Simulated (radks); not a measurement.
# Fe²⁺ with its nuclear charge varied continuously

What is the energy between the elements? 24 electrons are held in [Ar] 3d6 while Z is changed in small steps.

The numbers are computed with radks (a radial shooting solver on a logarithmic mesh, Libxc functionals) version 1 (Dirac Kohn-Sham, PBE, spin-unpolarised, spherical densities, finite nucleus; open shells are shared between the two j in proportion to 2j + 1), except any that are marked as measured or tabulated.

## (1) The system

```
element            : iron (Z = 26)
charge             : +2
electrons          : 24
configuration      : [Ar] 3d6
nuclear rms radius : 3.7377 fm
```

Outer shells as boxes (Hund's rule):

Fe²⁺
```
[Ar] core
3d [↑↓][↑ ][↑ ][↑ ][↑ ]
```

In the logs a row gives level, spin channel, occupation and eigenvalue; Etot, Ekin, Encl (electron-nucleus), Eh (Hartree) and Exc are energies, all in hartree; err is the last residual, it the number of iterations.

## (2) Z = 26

Settings of this run:

```text
Z 26
configuration [Ar] 3d6
relativity Dirac
functional pbe,pbe
spin unpolarised
j_filling average
nucleus finite rms 3.7377 fm
c 137.035999084
```

Output:

```text
1s1/2   1   2.0000        -257.83463160
2s1/2   1   2.0000         -30.78428346
2p1/2   1   2.0000         -26.63675792
2p3/2   1   4.0000         -26.17795104
3s1/2   1   2.0000          -4.13240503
3p1/2   1   2.0000          -2.92265423
3p3/2   1   4.0000          -2.86615871
3d3/2   1   2.4000          -0.94853621
3d5/2   1   3.6000          -0.94274190
Etot -1271.5551420870163
Ekin 1289.2435997554467
Encl -3027.1107005558733
Eh 521.5099483643816
Exc -55.197989650971365
err 1.5245670537220821e-09
it 15
```

Highest occupied level: 3d5/2 at -25.653 eV.

From the orbitals of this run (lengths in bohr):

```
level  occupation  energy (eV)     <r>  outermost maximum (interpolated)  90 % within  nodes
2s1/2           2      -837.68  0.2667                             0.222        0.414      1
2p1/2           2      -724.82  0.2334                             0.178        0.383      0
2p3/2           4      -712.34  0.2364                             0.181        0.387      0
3s1/2           2      -112.45  0.8112                             0.701         1.22      2
3p1/2           2      -79.529  0.8516                             0.709         1.31      1
3p3/2           4      -77.992  0.8610                             0.716         1.33      1
3d3/2         2.4      -25.811   1.078                             0.711         1.86      0
3d5/2         3.6      -25.653   1.083                             0.713         1.87      0
```

Radial density 4πr²ρ:

```
r (bohr)  4πr²ρ (e/bohr)
 0.00194          0.5718
 0.00280           1.126
 0.00401           2.144
 0.00579           4.024
 0.00830           7.162
  0.0120           12.18
  0.0173           19.04
  0.0248           26.28
  0.0359           31.07
  0.0519           30.06
  0.0743           25.45
   0.107           25.66
   0.154           32.89
   0.222           32.84
   0.321           19.33
   0.461           13.06
   0.666           16.64
   0.962           12.51
    1.38           4.823
    1.99           1.122
    2.85          0.1806
    4.12         0.01214
```

## (3) Z = 25

Settings, as their differences from step 2:

```diff
@@ -1,2 +1,2 @@
-Z 26
+Z 25
 configuration [Ar] 3d6
```

Output:

```text
1s1/2   1   2.0000        -236.35044853
2s1/2   1   2.0000         -27.41900165
2p1/2   1   2.0000         -23.49829002
2p3/2   1   4.0000         -23.11474845
3s1/2   1   2.0000          -3.26878726
3p1/2   1   2.0000          -2.15654264
3p3/2   1   4.0000          -2.11082288
3d3/2   1   2.4000          -0.39576785
3d5/2   1   3.6000          -0.39184566
Etot -1158.0618394220237
Ekin 1172.8741843592702
Encl -2763.7904595206687
Eh 484.86193326982766
Exc -52.007497530452866
err 3.877654763326e-10
it 16
```

Energy against step 2 (Z = 26): +3088.3 eV. The top filled level is 3d5/2, -10.663 eV.

## (4) Z = 25.2

Settings, as their differences from step 3:

```diff
@@ -1,2 +1,2 @@
-Z 25
+Z 25.2
 configuration [Ar] 3d6
```

Output:

```text
1s1/2   1   2.0000        -240.55804419
2s1/2   1   2.0000         -28.06448498
2p1/2   1   2.0000         -24.09870638
2p3/2   1   4.0000         -23.70091468
3s1/2   1   2.0000          -3.42538497
3p1/2   1   2.0000          -2.29411136
3p3/2   1   4.0000          -2.24641121
3d3/2   1   2.4000          -0.49160084
3d5/2   1   3.6000          -0.48733795
Etot -1180.2901251944847
Ekin 1195.6466977951757
Encl -2815.6161703056464
Eh 492.3306816985865
Exc -52.65133438260052
err 4.413240577897501e-09
it 16
```

E − E(step 2, Z = 26) = +2483.4 eV. The top filled level is 3d5/2, -13.261 eV.

## (5) Z = 25.4

Settings, as their differences from step 4:

```diff
@@ -1,2 +1,2 @@
-Z 25.2
+Z 25.4
 configuration [Ar] 3d6
```

Output:

```text
1s1/2   1   2.0000        -244.81060902
2s1/2   1   2.0000         -28.72415053
2p1/2   1   2.0000         -24.71315337
2p3/2   1   4.0000         -24.30071786
3s1/2   1   2.0000          -3.59051539
3p1/2   1   2.0000          -2.43996291
3p3/2   1   4.0000          -2.39019689
3d3/2   1   2.4000          -0.59515936
3d5/2   1   3.6000          -0.59053924
Etot -1202.7539994287372
Ekin 1218.6700413148048
Encl -2867.8524752069734
Eh 499.7204190121611
Exc -53.29198454872966
err 2.7548779896186576e-09
it 16
```

E − E(step 2, Z = 26) = +1872.2 eV. The top filled level is 3d5/2, -16.069 eV.

## (6) Z = 25.6

Settings, as their differences from step 5:

```diff
@@ -1,2 +1,2 @@
-Z 25.4
+Z 25.6
 configuration [Ar] 3d6
```

Output:

```text
1s1/2   1   2.0000        -249.10776479
2s1/2   1   2.0000         -29.39757433
2p1/2   1   2.0000         -25.34121067
2p3/2   1   4.0000         -24.91372991
3s1/2   1   2.0000          -3.76367253
3p1/2   1   2.0000          -2.59360479
3p3/2   1   4.0000          -2.54168541
3d3/2   1   2.4000          -0.70605151
3d5/2   1   3.6000          -0.70105733
Etot -1225.4530238152083
Ekin 1241.9440301049426
Encl -2920.508563668507
Eh 507.0412858073283
Exc -53.92977605897209
err 3.485637002578602e-09
it 15
```

Energy against step 2 (Z = 26): +1254.5 eV. 3d5/2 is the highest filled level (-19.077 eV).

## (7) Z = 25.8

Settings, as their differences from step 6:

```diff
@@ -1,2 +1,2 @@
-Z 25.6
+Z 25.8
 configuration [Ar] 3d6
```

Output:

```text
1s1/2   1   2.0000        -253.44919386
2s1/2   1   2.0000         -30.08439008
2p1/2   1   2.0000         -25.98251571
2p3/2   1   4.0000         -25.53958046
3s1/2   1   2.0000          -3.94442468
3p1/2   1   2.0000          -2.75461946
3p3/2   1   4.0000          -2.70045747
3d3/2   1   2.4000          -0.82394012
3d5/2   1   3.6000          -0.81855468
Etot -1248.3868368069611
Ekin 1265.4685606837406
Encl -2973.592365346064
Eh 514.3019850031073
Exc -54.565017147745095
err 2.841790304839806e-09
it 15
```

E − E(step 2, Z = 26) = +630.442 eV. The top filled level is 3d5/2, -22.274 eV.

## (8) Z = 26.2

Settings, as their differences from step 7:

```diff
@@ -1,2 +1,2 @@
-Z 25.8
+Z 26.2
 configuration [Ar] 3d6
```

Output:

```text
1s1/2   1   2.0000        -262.26385872
2s1/2   1   2.0000         -31.49698570
2p1/2   1   2.0000         -27.30367211
2p3/2   1   4.0000         -26.82856845
3s1/2   1   2.0000          -4.32730224
3p1/2   1   2.0000          -3.09741134
3p3/2   1   4.0000          -3.03848979
3d3/2   1   2.4000          -1.07959222
3d5/2   1   3.6000          -1.07337097
Etot -1294.957698675756
Ekin 1313.2691745797674
Encl -3081.0694385035913
Eh 528.6715123128613
Exc -55.82894706479356
err 5.388983318176933e-10
it 15
```

E − E(step 2, Z = 26) = -636.816 eV. 3d5/2 is the highest filled level (-29.208 eV).

## (9) Z = 26.4

Settings, as their differences from step 8:

```diff
@@ -1,2 +1,2 @@
-Z 26.2
+Z 26.4
 configuration [Ar] 3d6
```

Output:

```text
1s1/2   1   2.0000        -266.73669420
2s1/2   1   2.0000         -32.22226707
2p1/2   1   2.0000         -27.98303197
2p3/2   1   4.0000         -27.49119832
3s1/2   1   2.0000          -4.52885179
3p1/2   1   2.0000          -3.27863905
3p3/2   1   4.0000          -3.21719735
3d3/2   1   2.4000          -1.21689589
3d5/2   1   3.6000          -1.21022917
Etot -1318.5943125881893
Ekin 1337.5453647002591
Encl -3135.4736458727466
Eh 535.7920837809417
Exc -56.458115196643455
err 2.9763751919470305e-10
it 15
```

E − E(step 2, Z = 26) = -1280.0 eV. Highest occupied level: 3d5/2 at -32.932 eV.

## (10) Z = 26.6

Settings, as their differences from step 9:

```diff
@@ -1,2 +1,2 @@
-Z 26.4
+Z 26.6
 configuration [Ar] 3d6
```

Output:

```text
1s1/2   1   2.0000        -271.25298905
2s1/2   1   2.0000         -32.95993105
2p1/2   1   2.0000         -28.67464414
2p3/2   1   4.0000         -28.16563917
3s1/2   1   2.0000          -4.73682833
3p1/2   1   2.0000          -3.46612392
3p3/2   1   4.0000          -3.40206635
3d3/2   1   2.4000          -1.36026472
3d5/2   1   3.6000          -1.35313350
Etot -1342.4648298655484
Ekin 1362.0722949285537
Encl -3190.3277182900865
Eh 542.8762876149071
Exc -57.08569411892262
err 3.269479613711553e-10
it 15
```

E − E(step 2, Z = 26) = -1929.6 eV. Highest occupied level: 3d5/2 at -36.821 eV.

## (11) Z = 26.8

Settings, as their differences from step 10:

```diff
@@ -1,2 +1,2 @@
-Z 26.6
+Z 26.8
 configuration [Ar] 3d6
```

Output:

```text
1s1/2   1   2.0000        -275.81262108
2s1/2   1   2.0000         -33.70980920
2p1/2   1   2.0000         -29.37834314
2p3/2   1   4.0000         -28.85171730
3s1/2   1   2.0000          -4.95103926
3p1/2   1   2.0000          -3.65968429
3p3/2   1   4.0000          -3.59291351
3d3/2   1   2.4000          -1.50954129
3d5/2   1   3.6000          -1.50192602
Etot -1366.5691307815532
Ekin 1386.8501294385128
Encl -3245.6354927626726
Eh 549.9280932078627
Exc -57.71186066525624
err 3.858294961428565e-10
it 15
```

E − E(step 2, Z = 26) = -2585.5 eV. Highest occupied level: 3d5/2 at -40.869 eV.

## (12) Z = 27

Settings, as their differences from step 11:

```diff
@@ -1,2 +1,2 @@
-Z 26.8
+Z 27
 configuration [Ar] 3d6
```

Output:

```text
1s1/2   1   2.0000        -280.41549047
2s1/2   1   2.0000         -34.47175673
2p1/2   1   2.0000         -30.09398692
2p3/2   1   4.0000         -29.54928237
3s1/2   1   2.0000          -5.17131929
3p1/2   1   2.0000          -3.85916497
3p3/2   1   4.0000          -3.78958192
3d3/2   1   2.4000          -1.66458928
3d5/2   1   3.6000          -1.65646990
Etot -1390.907125031803
Ekin 1411.8790668217416
Encl -3301.400341985178
Eh 556.9509211765862
Exc -58.33677104495294
err 4.6322898204412425e-10
it 15
```

E − E(step 2, Z = 26) = -3247.7 eV. Highest occupied level: 3d5/2 at -45.075 eV.

## (13) All runs together

```
   Z  E (hartree)  E(electron-nucleus)/Z (hartree)  highest level  its energy (eV)  <r> (bohr)
  25  -1158.06184                         -110.552          3d5/2          -10.663       1.310
25.2  -1180.29013                         -111.731          3d5/2          -13.261       1.253
25.4  -1202.75400                         -112.908          3d5/2          -16.069       1.203
25.6  -1225.45302                         -114.082          3d5/2          -19.077       1.159
25.8  -1248.38684                         -115.256          3d5/2          -22.274       1.119
  26  -1271.55514                         -116.427          3d5/2          -25.653       1.083
26.2  -1294.95770                         -117.598          3d5/2          -29.208       1.050
26.4  -1318.59431                         -118.768          3d5/2          -32.932       1.020
26.6  -1342.46483                         -119.937          3d5/2          -36.821      0.9918
26.8  -1366.56913                         -121.106          3d5/2          -40.869      0.9659
  27  -1390.90713                         -122.274          3d5/2          -45.075      0.9418
```

What this shows: At Z = 26 the central difference of E is -116.427 hartree, against -116.427 from the Hellmann-Feynman theorem. The top level goes from -10.663 eV at Z = 25 to -45.075 eV at Z = 27.
